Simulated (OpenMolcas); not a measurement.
# Os⁶⁺ among point charges: CASSCF and CASPT2 levels and susceptibility

Aim: the splitting of the states of Os⁶⁺ in the field of 6 point charges, its lowest levels with spin-orbit coupling and its magnetic susceptibility.

Method: state-averaged CASSCF and CASPT2, spin-orbit coupling by RASSI with atomic mean-field integrals. Code: OpenMolcas 26.06.

## (1) What is computed

```
Species                           : Os⁶⁺ (osmium, Z = 76, 70 electrons)
Basis                             : ANO-RCC-VDZP [7s6p4d2f1g], 68 functions
Scalar Hamiltonian                : DKH2, point nucleus
Inactive shells                   : 1s 2s 2p 3s 3p 3d 4s 4p 4d 4f 5s 5p
Active space                      : 2 electrons in 5 orbitals (5d)
Some configurations of this space : 5d2
Orbitals                          : optimised for each spin and parity, averaged over all roots
```

Outer shells as boxes (Hund's rule):

5d2
```
5d [↑ ][↑ ][  ][  ][  ]
```

The ion sits among 6 point charges of -1.7 e arranged as an octahedron (Oh), 2.38 Å from the ion.

Each step is its own input file, run in one work folder so that later steps find the files of earlier ones. Labels, J, g values, rates, χT and fits are worked out afterwards by a script from the matrices that RASSI stores. The input lists half of the charges; inversion (Group=XYZ) makes the rest.

## (2) Basis and integrals

Contents of a.inp:

```
&GATEWAY
Coord
1

Os 0.0 0.0 0.0
Basis=ANO-RCC-VDZP
Group=XYZ
NoMove
AngMom=0.0 0.0 0.0
AMFI
XField
3 Angstrom 0
2.380000 0.000000 0.000000 -1.700000
0.000000 2.380000 0.000000 -1.700000
0.000000 0.000000 2.380000 -1.700000
&SEWARD
```

Launch:

```sh
OMP_NUM_THREADS=1 MOLCAS_MEM=1689 MOLCAS_PROJECT=a pymolcas a.inp > a.log
```

## (3) CASSCF: triplets of even parity, 10 roots

Contents of a.inp:

```
&RASSCF
FileOrb=start.orb
Symmetry=1
Spin=3
nActEl=2 0 0
Inactive=15 19
Ras2=5 0
CIRoot=10 10 1
SDav=10
CIMx=300
Iter=120 100
PrWF=0.3
OrbListing=Nothing
MaxOrb=0
>>> COPY $Project.JobIph JOB001
```

start.orb holds the contracted functions of the basis, ordered by shell, or the orbitals of the step before.

## (4) CASSCF: singlets of even parity, 15 roots

Contents of a.inp:

```
&RASSCF
FileOrb=start.orb
Symmetry=1
Spin=1
nActEl=2 0 0
Inactive=15 19
Ras2=5 0
CIRoot=15 15 1
SDav=15
CIMx=300
Iter=120 100
PrWF=0.3
OrbListing=Nothing
MaxOrb=0
>>> COPY $Project.JobIph JOB002
```

## (5) RASSI: spin-orbit coupling between the states

Contents of a.inp:

```
&RASSI
NrOfJobIphs=2 10 15
1 2 3 4 5 6 7 8 9 10
1 2 3 4 5 6 7 8 9 10 11 12 13 14 15
IphNames
JOB001
JOB002
EJob
SpinOrbit
DIPRint=1.0
SOCoupling=1000.0
Subsets=2
Property=9
'ANGMOM' 1 'ANGMOM' 2 'ANGMOM' 3 'MLTPL  1' 1 'MLTPL  1' 2 'MLTPL  1' 3
'AMFI' 1 'AMFI' 2 'AMFI' 3
SOProperty=3
'ANGMOM' 1 'ANGMOM' 2 'ANGMOM' 3
```

## (6) CASPT2: IPEA 0.25, imaginary shift 0.1 (closed shells correlated: 5s 5p)

Contents of a.inp:

```
>>> COPY JOB001 $Project.JobIph
&CASPT2
Multistate=10 1 2 3 4 5 6 7 8 9 10
NoMult
Frozen=14 16
IPEA=0.25
Imaginary=0.1
MaxIter=60
WThr=0.0 0.3 0.05
PrWF=0.5
NoMix
>>> COPY JOB002 $Project.JobIph
&CASPT2
Multistate=15 1 2 3 4 5 6 7 8 9 10 11 12 13 14 15
NoMult
Frozen=14 16
IPEA=0.25
Imaginary=0.1
MaxIter=60
WThr=0.0 0.3 0.05
PrWF=0.5
NoMix
```

(Steps that only read results are left out.)

Q: Predict the outcome of this session. Wanted: spin-free ground state; first state of the same spin within the active space; lowest level; next level.

**Answer**, as computed:

| quantity | value |
| --- | --- |
| method | SS-CASPT2, IPEA 0.25, imaginary shift 0.1 (closed shells correlated: 5s 5p) |
| spin-free ground state | 3T1, 3-fold in its orbital part |
| first state of the same spin within the active space | 3T2 at 2460 cm⁻¹ |
| lowest level | 2-fold E, g = 0.00, 0.00, 0.00 |
| next level | 717.2 cm⁻¹ |
| χT at 300 K | 0.19 cm³ K/mol |
| effective moment at 300 K | 1.23 μB |

Cost by method:

| method | time of its own steps | time with the reference |
| --- | --- | --- |
| A. CASSCF | 6 s | 6 s |
| B. SS-CASPT2, IPEA 0.25, imaginary shift 0.1, +5s 5p | 2.8 s | 8.8 s |

Times are of one thread on a shared host.

What this shows: The spin-free ground state (3T1) comes to 99 % from free-ion F terms and keeps the highest spin of the shell. χT at 300 K is 0.19, against 1.00 cm³ K/mol for the spin alone, so spin-orbit coupling lowers it. A ligand-field fit to the states below 45000 cm-1 gives 10Dq = 3446 cm-1, B = 849 cm-1 and C = 3546 cm-1 (C/B = 4.18), with a deviation of 317 cm-1. CASPT2 does not keep the components of a term degenerate, and the means are used. The field of point charges can differ much from that of real complexes. Point charges carry no covalency, so the field is a model and not that of real ligands.
